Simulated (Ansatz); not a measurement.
**CH5BO2: single points with varied inputs**

Aim: run CH5BO2 under a spread of inputs, and see what each costs and gives.

Program: Ansatz 0.2.0, Gaussian basis. Level of theory: the settings change from run to run. These are calculated values, not measurements.

## 1. The relaxed structure

An earlier PBE0-D4 in a triple-zeta def2 set relaxation fixed the geometry.

SMILES `BOCO`, 9 atoms, charge 0, spin multiplicity 1.

Atoms are counted from 1 here; the program's logs count them from 0.

Bond lengths: B1–O2 1.344 Å, B1–H5 1.202 Å, B1–H6 1.196 Å, O2–C3 1.416 Å, C3–O4 1.382 Å, C3–H7 1.096 Å, C3–H8 1.093 Å, O4–H9 0.962 Å. Angles: O2–B1–H5 120.0°, O2–B1–H6 117.0°, H5–B1–H6 123.0°, B1–O2–C3 121.5°, O2–C3–O4 111.0°, O2–C3–H7 106.2°, O2–C3–H8 110.1°, O4–C3–H7 112.2°, O4–C3–H8 106.8°, H7–C3–H8 110.5°, C3–O4–H9 108.8°.

Geometry (Å):

```xyz
9

B    -1.1561    1.0508    0.0791
O    -0.3699    0.1152    0.6390
C     0.8142   -0.3316    0.0048
O     0.6343   -1.5802   -0.5588
H    -0.8323    1.5656   -0.9576
H    -2.1583    1.3397    0.6638
H     1.5919   -0.3342    0.7764
H     1.0842    0.3466   -0.8083
H     0.4804   -2.2181    0.1444
```

## 2. B97M-V/cc-pVTZ

This run has unrestricted orbitals.

File in.yaml:

```yaml
crystal:
  periodic: [false, false, false]
  atoms:
    - {symbol: B, position_ang: [-1.156115, 1.050817, 0.079143]}
    - {symbol: O, position_ang: [-0.369945, 0.115231, 0.638983]}
    - {symbol: C, position_ang: [0.814222, -0.331587, 0.004792]}
    - {symbol: O, position_ang: [0.634349, -1.580187, -0.558778]}
    - {symbol: H, position_ang: [-0.832310, 1.565610, -0.957588]}
    - {symbol: H, position_ang: [-2.158289, 1.339715, 0.663795]}
    - {symbol: H, position_ang: [1.591941, -0.334216, 0.776390]}
    - {symbol: H, position_ang: [1.084223, 0.346560, -0.808347]}
    - {symbol: H, position_ang: [0.480426, -2.218141, 0.144409]}
basis:
  gaussian: {orbitals: cc-pVTZ}
magnetization: {spin_polarized: true, initial_magnetization: 0}
hamiltonian: {xc: {name: B97M-V}}
output: {forces: true}
```

Command:

```bash
$ ansatz run in.yaml --threads 2 --pin off --events-out ev --progress --plain --max-ram 4352MiB
```

The program printed, shortened:

```text
Functional definition: B97M-V
  name "B97M-V"
  cite "Mardirossian & Head-Gordon, J. Chem. Phys. 142, 074111 (2015) doi:10.1063/1.4907719"
  cite "Becke, J. Chem. Phys. 107, 8554 (1997) doi:10.1063/1.475007"
  cite "Vydrov & Van Voorhis, J. Chem. Phys. 133, 244103 (2010) doi:10.1063/1.3521275"
  # Of w^i u^j: cxij and so on, Table III.
[...]
  gx(w, u) = cx00 + cx01*u + cx02*u^2 + (cx10 + cx11*u)*w
  gss(w, u) = css00 + css02*u^2 + css10*w + (css32*w^3 + css42*w^4)*u^2
  gos(w, u) = cos00 + cos01*u + cos03*u^3 + cos10*w + cos32*w^3*u^2
[...]
      + integral(e_c_pw_mod_opposite_spin*gos(b97_w_opposite, b97_u_opposite)) + vv10(b, c)
1010 factors; their error is unknown
[...]
mean field -5890.53368873 eV, -216.4731203139 hartree, gradient 8.5e-5 eV, S^2 0.000000; 0 other end points of the search recorded, 0 dependent functions left out
[...]
reference -5890.53374453 eV, -216.4731223642 hartree; 16, 16 occupied and 174, 174 virtual orbitals, 1010 factors
Total energy: -5890.53374453 eV, -216.4731223642 hartree
Atom 0 at    -1.156115     1.050817     0.079143 Å, force     0.038188    -0.064719     0.039239 eV/Å
Atom 1 at    -0.369945     0.115231     0.638983 Å, force    -0.196936     0.134938    -0.013609 eV/Å
Atom 2 at     0.814222    -0.331587     0.004792 Å, force     0.366940     0.071636    -0.010687 eV/Å
Atom 3 at     0.634349    -1.580187    -0.558778 Å, force    -0.065063    -0.094592     0.016027 eV/Å
Atom 4 at    -0.832310     1.565610    -0.957588 Å, force    -0.045378    -0.029093     0.086263 eV/Å
Atom 5 at    -2.158289     1.339715     0.663795 Å, force     0.100664    -0.024006    -0.065267 eV/Å
Atom 6 at     1.591941    -0.334216     0.776390 Å, force    -0.177275     0.028492    -0.155290 eV/Å
Atom 7 at     1.084223     0.346560    -0.808347 Å, force    -0.053189    -0.168289     0.170470 eV/Å
Atom 8 at     0.480426    -2.218141     0.144409 Å, force     0.032050     0.145635    -0.067146 eV/Å
Dipole moment:     0.248238    -0.126813     0.166987 e Å
```

Wall time 13 s (2 threads of Intel Xeon Platinum 8375C at 2.90GHz, shared host); peak memory 0.37 GiB.

Largest force 0.374 eV/Å, dipole 1.56 D, ⟨S²⟩ 0.000.

## 3. B2PLYP/def2-mTZVPP

Options: unrestricted orbitals.

Edit in.yaml of step 2 so:

```diff
@@ -13,5 +13,4 @@
 basis:
-  gaussian: {orbitals: cc-pVTZ}
+  gaussian: {orbitals: def2-mTZVPP}
 magnetization: {spin_polarized: true, initial_magnetization: 0}
-hamiltonian: {xc: {name: B97M-V}}
-output: {forces: true}
+hamiltonian: {xc: {name: B2PLYP}}
```

The command is unchanged.

The program printed, shortened:

```text
Functional definition: B2PLYP
  name "B2PLYP"
  cite "Grimme, J. Chem. Phys. 124, 034108 (2006) doi:10.1063/1.2148954"
  cite "Becke, Phys. Rev. A 38, 3098 (1988) doi:10.1103/PhysRevA.38.3098"
  cite "Lee, Yang & Parr, Phys. Rev. B 37, 785 (1988) doi:10.1103/PhysRevB.37.785"
[...]
1022 factors; integrals over basis functions are off by at most 1.0e-3 eV
[...]
mean field -5880.57715787 eV, -216.1072245533 hartree, gradient 5.6e-6 eV, S^2 0.000000; 0 other end points of the search recorded, 0 dependent functions left out
4 core orbitals not correlated: weight in the atoms' cores, before any rotation towards them, 1.000 or more for the frozen orbitals, at most 0.000 for the correlated occupied ones
reference -5880.57730893 eV, -216.1072301048 hartree; 12, 12 occupied and 95, 95 virtual orbitals, 1022 factors
second order -21.55170897 eV of doubles, -0.00000000 eV of singles
Total energy: -5886.39627035 eV, -216.3210729928 hartree
```

It took 3.5 s on 2 threads of Intel Xeon Platinum 8375C at 2.90GHz, shared host; peak memory 0.26 GiB.

⟨S²⟩ 0.000.

## 4. B97M-V/cc-pVTZ

This run has unrestricted orbitals, atoms shaken by 0.08 Å, density fitting with def2-universal-jkfit.

File in.yaml:

```yaml
crystal:
  periodic: [false, false, false]
  atoms:
    - {symbol: B, position_ang: [-1.071114, 0.969637, 0.010003]}
    - {symbol: O, position_ang: [-0.306700, 0.187626, 0.693773]}
    - {symbol: C, position_ang: [0.789157, -0.230217, -0.096360]}
    - {symbol: O, position_ang: [0.575625, -1.658494, -0.625428]}
    - {symbol: H, position_ang: [-0.809491, 1.535435, -1.004496]}
    - {symbol: H, position_ang: [-1.997554, 1.261835, 0.756929]}
    - {symbol: H, position_ang: [1.547250, -0.260514, 0.784268]}
    - {symbol: H, position_ang: [1.213960, 0.261308, -0.885915]}
    - {symbol: H, position_ang: [0.393875, -2.328125, 0.240215]}
basis:
  gaussian: {orbitals: cc-pVTZ, fitting: {mean_field: def2-universal-jkfit}}
magnetization: {spin_polarized: true, initial_magnetization: 0}
hamiltonian: {xc: {name: B97M-V}}
output: {forces: true}
```

The command is unchanged.

The program printed, shortened:

```text
Functional definition: B97M-V
  name "B97M-V"
  cite "Mardirossian & Head-Gordon, J. Chem. Phys. 142, 074111 (2015) doi:10.1063/1.4907719"
  cite "Becke, J. Chem. Phys. 107, 8554 (1997) doi:10.1063/1.475007"
  cite "Vydrov & Van Voorhis, J. Chem. Phys. 133, 244103 (2010) doi:10.1063/1.3521275"
  # Of w^i u^j: cxij and so on, Table III.
[...]
  gx(w, u) = cx00 + cx01*u + cx02*u^2 + (cx10 + cx11*u)*w
  gss(w, u) = css00 + css02*u^2 + css10*w + (css32*w^3 + css42*w^4)*u^2
  gos(w, u) = cos00 + cos01*u + cos03*u^3 + cos10*w + cos32*w^3*u^2
[...]
      + integral(e_c_pw_mod_opposite_spin*gos(b97_w_opposite, b97_u_opposite)) + vv10(b, c)
394 factors; integrals over basis functions are off by at most 9.6e-1 eV
[...]
mean field -5888.89087884 eV, -216.4127481639 hartree, gradient 3.5e-5 eV, S^2 0.000000; 0 other end points of the search recorded, 0 dependent functions left out
[...]
Total energy: -5888.89093465 eV, -216.4127502148 hartree
Atom 0 at    -1.071114     0.969637     0.010003 Å, force    -3.320859     2.897168     0.942429 eV/Å
Atom 1 at    -0.306700     0.187626     0.693773 Å, force     1.916900    -1.519423    -1.788567 eV/Å
Atom 2 at     0.789157    -0.230217    -0.096360 Å, force     1.890627    -6.062771     5.438768 eV/Å
Atom 3 at     0.575625    -1.658494    -0.625428 Å, force    -0.498128     0.241539     4.129054 eV/Å
Atom 4 at    -0.809491     1.535435    -1.004496 Å, force    -0.026888    -0.415646    -0.230790 eV/Å
Atom 5 at    -1.997554     1.261835     0.756929 Å, force    -0.174927     0.234251    -0.970354 eV/Å
Atom 6 at     1.547250    -0.260514     0.784268 Å, force    -0.392958    -0.299882    -2.057319 eV/Å
Atom 7 at     1.213960     0.261308    -0.885915 Å, force    -0.177730     1.753016    -1.999609 eV/Å
Atom 8 at     0.393875    -2.328125     0.240215 Å, force     0.783963     3.171748    -3.463613 eV/Å
Dipole moment:     0.254590    -0.049456     0.113937 e Å
```

It took 11 s on 2 threads of Intel Xeon Platinum 8375C at 2.90GHz, shared host; peak memory 0.36 GiB.

Largest force 8.361 eV/Å, dipole 1.36 D, ⟨S²⟩ 0.000.

## 5. revPBE0/def2-mTZVPP

This run has unrestricted orbitals.

File in.yaml:

```yaml
crystal:
  periodic: [false, false, false]
  atoms:
    - {symbol: B, position_ang: [-1.156115, 1.050817, 0.079143]}
    - {symbol: O, position_ang: [-0.369945, 0.115231, 0.638983]}
    - {symbol: C, position_ang: [0.814222, -0.331587, 0.004792]}
    - {symbol: O, position_ang: [0.634349, -1.580187, -0.558778]}
    - {symbol: H, position_ang: [-0.832310, 1.565610, -0.957588]}
    - {symbol: H, position_ang: [-2.158289, 1.339715, 0.663795]}
    - {symbol: H, position_ang: [1.591941, -0.334216, 0.776390]}
    - {symbol: H, position_ang: [1.084223, 0.346560, -0.808347]}
    - {symbol: H, position_ang: [0.480426, -2.218141, 0.144409]}
basis:
  gaussian: {orbitals: def2-mTZVPP}
magnetization: {spin_polarized: true, initial_magnetization: 0}
hamiltonian: {xc: {name: revPBE0}}
```

The command is unchanged.

The program printed:

```text
Functional definition: revPBE0
  name "revPBE0"
  cite "Zhang & Yang, Phys. Rev. Lett. 80, 890 (1998) doi:10.1103/PhysRevLett.80.890"
  cite "Adamo & Barone, J. Chem. Phys. 110, 6158 (1999) doi:10.1063/1.478522"
  cite "Perdew, Burke & Ernzerhof, Phys. Rev. Lett. 77, 3865 (1996) doi:10.1103/PhysRevLett.77.3865"
  parameter a = 0.25
  parameter kappa = 1.245
  parameter beta = 0.06672455060314922
  exchange = (1 - a)*pbe_x(kappa = kappa, mu = beta*pi^2/3) + a*exact_x
  correlation = pbe_c(beta = beta)
950 factors; their error is unknown
mean field evaluation 1: about -5883.8088 eV, gradient 3.8e1 eV
mean field evaluation 2: about -5877.9396 eV, gradient 5.6e1 eV
mean field evaluation 4: about -5888.6735 eV, gradient 2.7e0 eV
mean field evaluation 8: about -5888.6996 eV, gradient 3.3e-2 eV
mean field -5888.70209271 eV, -216.4058104016 hartree, gradient 7.1e-5 eV, S^2 0.000000; 0 other end points of the search recorded, 0 dependent functions left out
reference -5888.70212898 eV, -216.4058117345 hartree; 16, 16 occupied and 95, 95 virtual orbitals, 950 factors
Total energy: -5888.70212898 eV, -216.4058117345 hartree
```

Wall time 2.8 s (2 threads of Intel Xeon Platinum 8375C at 2.90GHz, shared host).

⟨S²⟩ 0.000.

## 6. B97/def2-TZVPP

Edit in.yaml of step 5 so:

```diff
@@ -13,4 +13,4 @@
 basis:
-  gaussian: {orbitals: def2-mTZVPP}
-magnetization: {spin_polarized: true, initial_magnetization: 0}
-hamiltonian: {xc: {name: revPBE0}}
+  gaussian: {orbitals: def2-TZVPP}
+hamiltonian: {xc: {name: B97}}
+output: {forces: true}
```

Launched as before.

The program printed, shortened:

```text
Functional definition: B97
  name "B97"
  cite "Becke, J. Chem. Phys. 107, 8554 (1997) doi:10.1063/1.475007"
[...]
      + integral(e_c_pw_opposite_spin*poly(b97_u_opposite, cos0, cos1, cos2))
946 factors; their error is unknown
[...]
mean field -5889.93745332 eV, -216.4512090664 hartree, gradient 2.3e-5 eV, S^2 0.000000; 0 other end points of the search recorded, 0 dependent functions left out
[...]
reference -5889.93747924 eV, -216.4512100192 hartree; 16, 16 occupied and 178, 178 virtual orbitals, 946 factors
Total energy: -5889.93747924 eV, -216.4512100192 hartree
Atom 0 at    -1.156115     1.050817     0.079143 Å, force    -0.186137     0.195595    -0.085580 eV/Å
Atom 1 at    -0.369945     0.115231     0.638983 Å, force    -0.127371    -0.015801     0.213979 eV/Å
Atom 2 at     0.814222    -0.331587     0.004792 Å, force     0.289859     0.159276     0.000599 eV/Å
Atom 3 at     0.634349    -1.580187    -0.558778 Å, force    -0.025832    -0.315572    -0.123550 eV/Å
Atom 4 at    -0.832310     1.565610    -0.957588 Å, force    -0.028940    -0.005649     0.034615 eV/Å
Atom 5 at    -2.158289     1.339715     0.663795 Å, force     0.024966    -0.001362    -0.024435 eV/Å
Atom 6 at     1.591941    -0.334216     0.776390 Å, force     0.025174     0.002346     0.010366 eV/Å
Atom 7 at     1.084223     0.346560    -0.808347 Å, force     0.024113     0.002857    -0.008597 eV/Å
Atom 8 at     0.480426    -2.218141     0.144409 Å, force     0.004168    -0.021690    -0.017396 eV/Å
Dipole moment:     0.242016    -0.092687     0.165123 e Å
```

Wall time 7 s (2 threads of Intel Xeon Platinum 8375C at 2.90GHz, shared host); peak memory 0.41 GiB.

Largest force 0.340 eV/Å, dipole 1.48 D.

## 7. r2SCAN0/cc-pVTZ-DK

Options: atoms shaken by 0.03 Å, D3(BJ) with three-body dispersion.

File in.yaml:

```yaml
crystal:
  periodic: [false, false, false]
  atoms:
    - {symbol: B, position_ang: [-1.140984, 1.072197, 0.092965]}
    - {symbol: O, position_ang: [-0.406294, 0.069681, 0.652929]}
    - {symbol: C, position_ang: [0.824446, -0.324768, 0.008596]}
    - {symbol: O, position_ang: [0.603859, -1.527857, -0.550921]}
    - {symbol: H, position_ang: [-0.853054, 1.476052, -0.934502]}
    - {symbol: H, position_ang: [-2.134201, 1.264782, 0.652772]}
    - {symbol: H, position_ang: [1.558124, -0.394319, 0.762442]}
    - {symbol: H, position_ang: [1.040698, 0.374322, -0.815280]}
    - {symbol: H, position_ang: [0.517726, -2.199049, 0.141876]}
basis:
  gaussian: {orbitals: cc-pVTZ-DK}
hamiltonian: {xc: {name: r2SCAN0}, dispersion: d3bjatm}
```

Launched as before.

The program printed, shortened:

```text
Functional definition: r2SCAN0
  name "r2SCAN0"
  cite "Bursch, Neugebauer, Ehlert & Grimme, J. Chem. Phys. 156, 134105 (2022) doi:10.1063/5.0086040"
  cite "Furness, Kaplan, Ning, Perdew & Sun, J. Phys. Chem. Lett. 11, 8208 (2020) doi:10.1021/acs.jpclett.0c02405"
  cite "Furness, Kaplan, Ning, Perdew & Sun, J. Phys. Chem. Lett. 11, 9248 (2020) doi:10.1021/acs.jpclett.0c03077"
  parent r2scan
[...]
1021 factors; their error is unknown
[...]
mean field -5890.84592350 eV, -216.4845947299 hartree, gradient 4.3e-5 eV, S^2 0.000000; 0 other end points of the search recorded, 0 dependent functions left out
reference -5890.84593246 eV, -216.4845950592 hartree; 16, 16 occupied and 174, 174 virtual orbitals, 1021 factors
Total energy: -5890.88267568 eV, -216.4859453477 hartree
Relativity: scalar
```

Run time: 4.1 s. Hardware: 2 threads of Intel Xeon Platinum 8375C at 2.90GHz, shared host; peak memory 0.41 GiB.

## 8. wPBEh/cc-pVDZ

Set apart from the defaults: charge -1, multiplicity 2, the search for lower states set to off.

File in.yaml:

```yaml
crystal:
  periodic: [false, false, false]
  atoms:
    - {symbol: B, position_ang: [-1.156115, 1.050817, 0.079143]}
    - {symbol: O, position_ang: [-0.369945, 0.115231, 0.638983]}
    - {symbol: C, position_ang: [0.814222, -0.331587, 0.004792]}
    - {symbol: O, position_ang: [0.634349, -1.580187, -0.558778]}
    - {symbol: H, position_ang: [-0.832310, 1.565610, -0.957588]}
    - {symbol: H, position_ang: [-2.158289, 1.339715, 0.663795]}
    - {symbol: H, position_ang: [1.591941, -0.334216, 0.776390]}
    - {symbol: H, position_ang: [1.084223, 0.346560, -0.808347]}
    - {symbol: H, position_ang: [0.480426, -2.218141, 0.144409]}
basis:
  gaussian: {orbitals: cc-pVDZ}
total_charge: -1
magnetization: {spin_polarized: true, initial_magnetization: 1}
hamiltonian: {xc: {name: wPBEh}}
scf: {lower_state_search: off}
```

Same command.

The program printed, shortened:

```text
Functional definition: wPBEh
  name "wPBEh"
  cite "Heyd, Scuseria & Ernzerhof, J. Chem. Phys. 118, 8207 (2003) doi:10.1063/1.1564060"
  cite "Krukau, Vydrov, Izmaylov & Scuseria, J. Chem. Phys. 125, 224106 (2006) doi:10.1063/1.2404663"
  cite "Heyd & Scuseria, J. Chem. Phys. 120, 7274 (2004) doi:10.1063/1.1668634"
  cite "Ernzerhof & Perdew, J. Chem. Phys. 109, 3313 (1998) doi:10.1063/1.476928"
  cite "Perdew, Burke & Ernzerhof, Phys. Rev. Lett. 77, 3865 (1996) doi:10.1103/PhysRevLett.77.3865"
  parent pbe
[...]
732 factors; integrals over basis functions are off by at most 1.1e-3 eV
72 factors; integrals over basis functions are off by at most 3.7e-7 eV
[...]
mean field -5881.49634676 eV, -216.1410041221 hartree, gradient 4.4e-6 eV, S^2 0.753597; 0 other end points of the search recorded, 0 dependent functions left out
reference -5881.49638241 eV, -216.1410054322 hartree; 17, 16 occupied and 64, 65 virtual orbitals, 732 factors
Total energy: -5881.49638241 eV, -216.1410054322 hartree
Checks for a lower state left out: stability, starts, cluster_reference, orbital_swaps, neighbouring_geometries, increment
```

It took 1.9 s on 2 threads of Intel Xeon Platinum 8375C at 2.90GHz, shared host.

⟨S²⟩ 0.754.

## 9. PBE/aug-cc-pVTZ

This run has unrestricted orbitals, a grid of angular degree 47, high accuracy.

Edit in.yaml of step 8 so:

```diff
@@ -13,6 +13,5 @@
 basis:
-  gaussian: {orbitals: cc-pVDZ}
-total_charge: -1
-magnetization: {spin_polarized: true, initial_magnetization: 1}
-hamiltonian: {xc: {name: wPBEh}}
-scf: {lower_state_search: off}
+  gaussian: {orbitals: aug-cc-pVTZ, final_grid: {core_spheres: 20, valence_spheres: 16, degree: 47}}
+magnetization: {spin_polarized: true, initial_magnetization: 0}
+hamiltonian: {xc: {name: PBE}}
+accuracy: high
```

The command is unchanged.

The program printed:

```text
Functional definition: PBE
  name "PBE"
  cite "Perdew, Burke & Ernzerhof, Phys. Rev. Lett. 77, 3865 (1996) doi:10.1103/PhysRevLett.77.3865"
  parent pbe
  parameter kappa = 0.804
  parameter beta = 0.06672455060314922
  exchange = pbe_x(kappa = kappa, mu = beta*pi^2/3)
  correlation = pbe_c(beta = beta)
4609 factors; integrals over basis functions are off by at most 3.4e-9 eV
mean field evaluation 1: about -5875.9279 eV, gradient 4.8e1 eV
mean field evaluation 2: about -5844.9423 eV, gradient 1.0e2 eV
mean field evaluation 4: about -5884.3738 eV, gradient 8.4e0 eV
mean field evaluation 8: about -5884.6133 eV, gradient 2.7e-1 eV
mean field evaluation 16: about -5884.6136 eV, gradient 1.0e-5 eV
mean field -5884.61360265 eV, -216.2555611630 hartree, gradient 3.3e-8 eV, S^2 0.000000; 0 other end points of the search recorded, 0 dependent functions left out
reference -5884.61360869 eV, -216.2555613851 hartree; 16, 16 occupied and 283, 283 virtual orbitals, 4609 factors
Total energy: -5884.61360869 eV, -216.2555613851 hartree
```

Run time: 38 s. Hardware: 2 threads of Intel Xeon Platinum 8375C at 2.90GHz, shared host; peak memory 2.7 GiB.

⟨S²⟩ 0.000.

## 10. PBE-QIDH/def2-TZVPD

Edit in.yaml of step 9 so:

```diff
@@ -13,5 +13,3 @@
 basis:
-  gaussian: {orbitals: aug-cc-pVTZ, final_grid: {core_spheres: 20, valence_spheres: 16, degree: 47}}
-magnetization: {spin_polarized: true, initial_magnetization: 0}
-hamiltonian: {xc: {name: PBE}}
-accuracy: high
+  gaussian: {orbitals: def2-TZVPD}
+hamiltonian: {xc: {name: PBE-QIDH}}
```

The command is unchanged.

The program printed, shortened:

```text
Functional definition: PBE-QIDH
  name "PBE-QIDH"
  cite "Brémond, Sancho-García, Pérez-Jiménez & Adamo, J. Chem. Phys. 141, 031101 (2014) doi:10.1063/1.4890314"
  cite "Perdew, Burke & Ernzerhof, Phys. Rev. Lett. 77, 3865 (1996) doi:10.1103/PhysRevLett.77.3865"
[...]
1357 factors; integrals over basis functions are off by at most 9.1e-4 eV
[...]
mean field -5876.66974531 eV, -215.9636297902 hartree, gradient 2.8e-6 eV, S^2 0.000000; 0 other end points of the search recorded, 0 dependent functions left out
4 core orbitals not correlated: weight in the atoms' cores, before any rotation towards them, 1.000 or more for the frozen orbitals, at most 0.000 for the correlated occupied ones
reference -5876.66976085 eV, -215.9636303614 hartree; 12, 12 occupied and 183, 183 virtual orbitals, 1357 factors
second order -22.60521699 eV of doubles, -0.00000000 eV of singles
Total energy: -5884.20483318 eV, -216.2405391621 hartree
```

Wall time 7 s (2 threads of Intel Xeon Platinum 8375C at 2.90GHz, shared host); peak memory 0.47 GiB.

## 11. All runs side by side

```csv
level,charge,multiplicity,geometry,functions,energy (eV),time
B97M-V/cc-pVTZ,0,1,relaxed,190,-5890.534,13 s
B2PLYP/def2-mTZVPP,0,1,relaxed,111,-5886.396,3.5 s
B97M-V/cc-pVTZ,0,1,shaken,190,-5888.891,11 s
revPBE0/def2-mTZVPP,0,1,relaxed,111,-5888.702,2.8 s
B97/def2-TZVPP,0,1,relaxed,194,-5889.937,7 s
r2SCAN0/cc-pVTZ-DK,0,1,shaken,190,-5890.883,4.1 s
wPBEh/cc-pVDZ,-1,2,relaxed,81,-5881.496,1.9 s
PBE/aug-cc-pVTZ,0,1,relaxed,299,-5884.614,38 s
PBE-QIDH/def2-TZVPD,0,1,relaxed,199,-5884.205,7 s
```

## 12. Summary of results

```
                                         quantity                  value
                                             runs                      9
                                         quickest   wPBEh/cc-pVDZ, 1.9 s
                                          slowest  PBE/aug-cc-pVTZ, 38 s
spread of total energies, same state and geometry                 6.3 eV
                  dipole, same state and geometry         1.48 to 1.56 D
```

**Reading.** PBE/aug-cc-pVTZ took 20 times as long as wPBEh/cc-pVDZ. The jobs differ in tasks and options as well as level. The totals spread over 6 eV; they can't be compared across methods or bases. At the PBE0-D4/def2-TZVP geometry and in the same state, runs without warnings or point charges leave forces up to 0.37 eV/Å (B97M-V/cc-pVTZ), against 8.4 eV/Å where the atoms were moved.
